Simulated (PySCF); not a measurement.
# C2H7FSSi: the cost of one run

Programs: PySCF 2.14.0, with density-fitted response routines of our own. Each step states its level of theory. These are calculated values for one molecule in the gas phase, unless marked as measured. Atoms are numbered from 0 throughout.

### 1 The molecule as given

12 atoms, charge 0, multiplicity 1; geometry from: GFN2-xTB. The atoms were then displaced at random by about 0.01 Å, so the start is not that level's minimum.

Bonds of the start (Å): C0–S1 1.85, S1–Si2 2.15, Si2–C3 1.86, C3–F4 1.41, C0–H5 1.08, C0–H6 1.09, C0–H7 1.05, Si2–H8 1.43, Si2–H9 1.48, C3–H10 1.09, C3–H11 1.11.

### 2 Relaxing the molecule at PBE0-D3(BJ)/def2-SVP

Job settings and geometry (Å):

```
{"job": {"xc": "PBE0", "basis": "def2-SVP", "d3": "d3bj", "grid": 1, "shake": 0.01, "kind": "geom"}, "charge": 0, "multiplicity": 1}
C      2.431450     0.285440     0.071550
S      0.828220     1.115720     0.478100
Si    -0.526970    -0.484700     0.011040
C     -2.211940     0.210240     0.385420
F     -3.192000    -0.766290     0.106100
H      2.410400     0.037480    -0.983590
H      3.204910     1.032230     0.262340
H      2.563070    -0.558840     0.688660
H     -0.378050    -0.824980    -1.374080
H     -0.211230    -1.630100     0.886860
H     -2.506720     1.069570    -0.221050
H     -2.371440     0.485960     1.444340
```

Command:

```console
OMP_NUM_THREADS=1 python probes_run.py task.json out
```

One launch serves the whole session: the jobs run in the order shown.

**Question.** How long does this first job take on 1 thread of Arm Neoverse V2, shared host, and how much memory does it need?

About 34 s, with a peak of 0.45 GiB.
